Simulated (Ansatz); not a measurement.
# Rh: the cost of one run

Method: DFT r2SCAN, scalar-relativistic, plane waves, PAW, in Ansatz 0.2.0.

The COD entry's cell or inner coordinates are ideal or old and differ from later refinements, so a difference from it is no clean test against experiment.

1 further run of the same task is left out (set aside as unsound or not needed).

## Step 1: The system as given

It takes space group Fm-3m (No. 225, cubic). Conventional cell: a = 3.800 Å, b = 3.800 Å, c = 3.800 Å, α = 90.00°, β = 90.00°, γ = 90.00°. Rh (site symmetry m-3m) has 12 Rh at 2.69 Å as nearest neighbours.

Coordinates:

```xyz
1
Lattice="0.0000 1.9000 1.9000 1.9000 0.0000 1.9000 1.9000 1.9000 0.0000" Properties=species:S:1:pos:R:3 pbc="T T T"
Rh    0.0000    0.0000    0.0000
```

It is the result of an earlier relaxation at this level (volume 13.72 Å³/atom; gap on the mesh: none (metal)).

## Step 2: Building the ladder chain

A free-standing chain of the crystal's atoms, periodic along c. Atoms and period relax; energies count from the bulk, -6415.2724 eV an atom.

The cell holds 4 Rh: a = 11.500 Å, b = 9.300 Å, c = 4.836 Å, α = 90.00°, β = 90.00°, γ = 90.00°.

## Step 3: The relaxation run

Pressure and volume refer to the whole cell with its vacuum; only the period along c may change.

Input file input.yaml:

```yaml
crystal:
  lattice:
    - [11.5, 0.0, 0.0]
    - [0.0, 9.3, 0.0]
    - [0.0, 0.0, 4.8364893213]
  atoms:
    - { symbol: Rh, position: [0.3896018742, 0.5, 0.0], spin: 1.5 }
    - { symbol: Rh, position: [0.3896018742, 0.5, 0.5], spin: 1.5 }
    - { symbol: Rh, position: [0.6103981258, 0.5, 0.0], spin: 1.5 }
    - { symbol: Rh, position: [0.6103981258, 0.5, 0.5], spin: 1.5 }
basis:
  ecutwfc: 500
kpoints:
  mp_grid: { grid: [1, 1, 13] }
hamiltonian:
  xc: r2scan
scf:
  occupations: { method: gaussian, width: 0.05 }
output:
  forces: true
  stress: true
  eigenvalues: true
  populations: true
  write_density: true
  write_potential: true
  elf: true
  volumetric_format: npy
magnetization:
  spin_polarized: true
relax:
  adjacent_minimum: "off"
  f_tol: 0.01
  max_steps: 45
  cell: { fix: [a, b, alpha, beta, gamma], stress_tol: 0.03 }
```

Run with:

```console
ansatz run input.yaml --threads 2 --pin off --max-ram 5120MiB --backend cpu --events-out ev --progress --plain --runs-dir out
```

Q: Estimate wall time and peak memory on 2 threads of Intel Xeon at 2.70GHz, shared host.

About 7.1 min, with a peak of 1.9 GiB.
